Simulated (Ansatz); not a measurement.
## Li₃Au, space group Fm-3m: a cleavage or sliding curve, step by step

Computed with the Ansatz DFT code, driven from Python.

Notebook, run cell by cell (the value of a cell's last expression is shown):

**Cell 1**
```python
import ansatz
import numpy as np

vectors0 = np.array([
    [0.0, 3.151, 3.151],
    [3.151, 0.0, 3.151],
    [3.151, 3.151, 0.0],
])
sites = [
    ("Li", (0.25, 0.25, 0.25)),
    ("Li", (0.75, 0.75, 0.75)),
    ("Li", (0.5, 0.5, 0.5)),
    ("Au", (0.0, 0.0, 0.0)),
]


def make_crystal(cell):
    crystal = ansatz.Crystal(lattice=ansatz.Lattice.of(cell))
    for symbol, position in sites:
        crystal = crystal.atom(symbol, position)
    return crystal
```

**Cell 2**
```python
block = make_crystal(vectors0).supercell(1, 1, 2).resolved()
cell0 = np.array(block.lattice.vectors)
xyz = np.array([site.position for site in block.sites]) @ cell0
normal = np.cross(cell0[0], cell0[1])
area = np.linalg.norm(normal)
normal *= np.sign(normal @ cell0[2]) / area
# the atoms stay where they are; only the third vector changes
energies = []
for amount in [0, 0.5, 1.0, 2.0, 4.0]:
    cell = cell0.copy()
    cell[2] += amount * normal
    moved = ansatz.Crystal(lattice=ansatz.Lattice.of(cell))
    for site, fraction in zip(block.sites, xyz @ np.linalg.inv(cell)):
        moved = moved.atom(site.symbol, fraction)
    setup = (
        moved.calculation()
        .eigensolver("auto", full_accuracy=True)
        .scf(tolerance=1e-06)
        .functional("pbesol")
        .occupations("fermi_dirac")
        .basis(35 * ansatz.Ry)
        .kpoints(5, 5, 5)
    )
    energies.append(setup.run().report["free_energy_ev"])
    print(f"gap {amount:4.2f} A: {(energies[-1] - energies[0]) / area * 16.02177:8.4f} J/m^2")
```
Output:
```text
gap 0.00 A:   0.0000 J/m^2
gap 0.50 A:   0.3273 J/m^2
gap 1.00 A:   0.8389 J/m^2
gap 2.00 A:   1.6181 J/m^2
gap 4.00 A:   2.1125 J/m^2
```

Notes:
- These settings explore the input space; cutoff and mesh may be short of convergence.
- The starting cell is as deposited in a crystallographic database; the results hold for this polymorph, which needn't be the stable one.
- Levels are Kohn-Sham eigenvalues on this mesh, without spin-orbit coupling.
- The atoms are held rigidly, so these energies lie above those of relaxed faces or faults.
- Hardware and time: 61 s on 1 thread of Arm Neoverse V2 (shared host), peak memory 0.49 GiB.

(Lines on the test bed's own set-up are left out of the output.)
